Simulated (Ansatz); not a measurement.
**CH5Al2FOS: one species, many methods**

An exercise on one series of results from a longer session: the logs are not shown, and one member is left open.

Computed with Ansatz 0.2.0, Gaussian basis. Level: functionals in def2-TZVPP, the program's frozen cores in correlated methods.

Plan: LDA (SPW92), PBE-D4, revPBE-D4, BLYP-D4, r2SCAN-D4, B97M-V, PBE0-D4, B3LYP-D4, r2SCANh-D4, r2SCAN0-D4, HSE06-D4, BHLYP-D4, CAM-B3LYP-D4, LC-ωPBE, ωB97X-V, ωB97M-V, B2PLYP, PBE-QIDH; CCSD(T)/def2-SVP; CCSD(T)/def2-TZVPP; MP2/def2-QZVPP; extrapolation to the limit; RPA on PBE.

## The relaxed structure

An earlier PBE0-D4 in a triple-zeta def2 set relaxation fixed the geometry.

SMILES `[OH][AlH][Al]([F])[CH2]S`, 11 atoms, charge 0, spin multiplicity 1.

Atoms are counted from 1 here; the program's logs count them from 0.

Bond lengths: O1–Al2 1.718 Å, O1–H7 0.957 Å, Al2–Al3 2.551 Å, Al2–H8 1.593 Å, Al3–F4 1.661 Å, Al3–C5 1.953 Å, C5–S6 1.851 Å, C5–H9 1.086 Å, C5–H10 1.090 Å, S6–H11 1.351 Å. Angles: Al2–O1–H7 123.8°, O1–Al2–Al3 105.5°, O1–Al2–H8 117.1°, Al3–Al2–H8 137.4°, Al2–Al3–F4 126.3°, Al2–Al3–C5 116.6°, F4–Al3–C5 117.1°, Al3–C5–S6 82.2°, Al3–C5–H9 126.4°, Al3–C5–H10 116.2°, S6–C5–H9 110.4°, S6–C5–H10 105.3°, H9–C5–H10 110.2°, C5–S6–H11 97.6°.

Set-up of the first run:

Input file in.yaml:

```yaml
crystal:
  periodic: [false, false, false]
  atoms:
    - {symbol: O, position_ang: [-1.461075, -1.264447, 1.123828]}
    - {symbol: Al, position_ang: [-0.165225, -1.974857, 0.248265]}
    - {symbol: Al, position_ang: [1.038313, -0.031997, -0.884824]}
    - {symbol: F, position_ang: [1.872170, -0.095621, -2.320399]}
    - {symbol: C, position_ang: [0.876001, 1.716002, -0.028504]}
    - {symbol: S, position_ang: [-0.818388, 1.641336, -0.770891]}
    - {symbol: H, position_ang: [-2.075766, -1.761802, 1.662893]}
    - {symbol: H, position_ang: [-0.010427, -3.558243, 0.338626]}
    - {symbol: H, position_ang: [0.814086, 1.907047, 1.039039]}
    - {symbol: H, position_ang: [1.373196, 2.545960, -0.531388]}
    - {symbol: H, position_ang: [-1.377585, 0.819621, 0.143955]}
basis:
  gaussian: {orbitals: def2-TZVPP}
hamiltonian: {xc: lda}
output: {orbitals: {seedname: orbitals}}
```

Started as:

```console
> ansatz run in.yaml --threads 4 --pin off --events-out ev --progress --plain --max-ram 10444MiB
```

Among the steps run: LDA; PBE-D4 (GGA); revPBE-D4 (GGA); BLYP-D4 (GGA); r2SCAN-D4 (meta-GGA); B97M-V (meta-GGA); PBE0-D4 (hybrid); B3LYP-D4 (hybrid); r2SCANh-D4 (hybrid); r2SCAN0-D4 (hybrid); HSE06-D4 (hybrid); BHLYP-D4 (hybrid); CAM-B3LYP-D4 (range-separated); LC-ωPBE (range-separated); ωB97X-V (range-separated); ωB97M-V (range-separated); B2PLYP (double hybrid); PBE-QIDH (double hybrid).

One table of the session follows, with a row left open; its other results are not shown here.

It belongs to the step «Orbital energies across the functionals». 

```
  functional  HOMO (eV)  LUMO (eV)  gap (eV)
 LDA (SPW92)      -5.96      -2.60      3.35
      PBE-D4      -5.84      -2.41      3.44
   revPBE-D4      -5.79      -2.32      3.47
     BLYP-D4      -5.69      -2.25      3.44
   r2SCAN-D4      -6.08      -2.24      3.84
      B97M-V      -6.11      -2.42      3.69
     PBE0-D4          ?          ?         ?
    B3LYP-D4      -6.76      -1.87      4.89
  r2SCANh-D4      -6.49      -1.99      4.50
  r2SCAN0-D4      -7.12      -1.62      5.50
    HSE06-D4      -6.58      -2.08      4.49
    BHLYP-D4      -7.98      -0.94      7.04
CAM-B3LYP-D4      -8.24      -0.75      7.49
     LC-ωPBE      -9.54       0.24      9.78
     ωB97X-V      -9.22       0.15      9.37
     ωB97M-V      -8.98      -0.07      8.90
```

Estimate the missing values for PBE0-D4.

As computed: HOMO (eV): -6.97; LUMO (eV): -1.72; gap (eV): 5.26. In the column «HOMO (eV)» it lies between r2SCAN0-D4 (-7.12) and B3LYP-D4 (-6.76).
